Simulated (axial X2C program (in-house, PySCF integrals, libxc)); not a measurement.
**A two-component session on ZrO: properties at the nuclei**

Aim: properties at the nuclei of ZrO, with spin–orbit coupling in the Hamiltonian from the start.

The runs use an in-house X2C program for linear molecules on PySCF integrals; two-component X2C with atomic mean-field terms, Zr dyall-cv3z, O dyall-av3z.

All values are calculated.

**1. Input**

Contents of task.json:

```json
{"zs": [40, 8], "q": 0, "bas": ["dyall-cv3z", "dyall-av3z"], "r0": 1.84, "levels": ["PBE0", "HF", "PBE", "B3LYP", "TPSSh"], "nst": 3}
```

Keys: zs atomic numbers; q charge; bas basis sets; r0 starting distance in Å; levels methods (HF also brings MP2); nst determinants followed.

Launch:

```bash
$ python soeom.py task.json out
```

After this run come: Expectation values, lowest determinant; Expectation values, a higher determinant; Expectation values, a higher determinant.

Q: Predict the outcome of this session. Wanted: lowest determinant; Eeff magnitude; Ws magnitude Zr; A∥/gI Zr; qzz Zr; higher determinant (for each run or level that gives them).

**Answer**, as computed:

```
                                        quantity                                            value
                              lowest determinant  Ω = 1 (excess of +ω over −ω: ω = -1/2, ω = 3/2)
                    Eeff magnitude (GV/cm), PBE0                                              2.9
                     Ws magnitude Zr (kHz), PBE0                                             1.34
                            A∥/gI Zr (MHz), PBE0                                            -1210
                             qzz Zr (a.u.), PBE0                                            -1.30
                              higher determinant   Ω = 3 (excess of +ω over −ω: ω = 1/2, ω = 5/2)
Eeff magnitude (GV/cm), PBE0, higher determinant                                             2.88
 Ws magnitude Zr (kHz), PBE0, higher determinant                                            0.444
        A∥/gI Zr (MHz), PBE0, higher determinant                                              675
         qzz Zr (a.u.), PBE0, higher determinant                                            -1.33
                              higher determinant                             Ω = 0 (closed shell)
         qzz Zr (a.u.), PBE0, higher determinant                                            -3.18
          qzz O (a.u.), PBE0, higher determinant                                            -0.47
                 μ (D), PBE0, higher determinant                                            -2.53
```

**Reading.** In the first state, the effective field runs from 2.59 to 4.08 GV/cm over the mean-field levels. The expectation values come from single determinants, which for open shells can mix terms of unlike spin or miss the lowest Ω, so a determinant need not be a state. Eeff is the effective electric field on the electron dipole moment in this Ω state and Ws the scalar–pseudoscalar constant (defined with the proton number Z and per Ω); A∥ is the parallel hyperfine constant, which follows by multiplying with the nuclear g factor gI = μI/(I μN); qzz is the electric field gradient, eQq0 = 234.96 MHz × Q/barn × qzz; μ is positive if O is the positive end. The operators were transformed with the bare-nucleus X2C matrices. A second determinant lies within 0.1 eV of the first, so their order is not settled at this level.
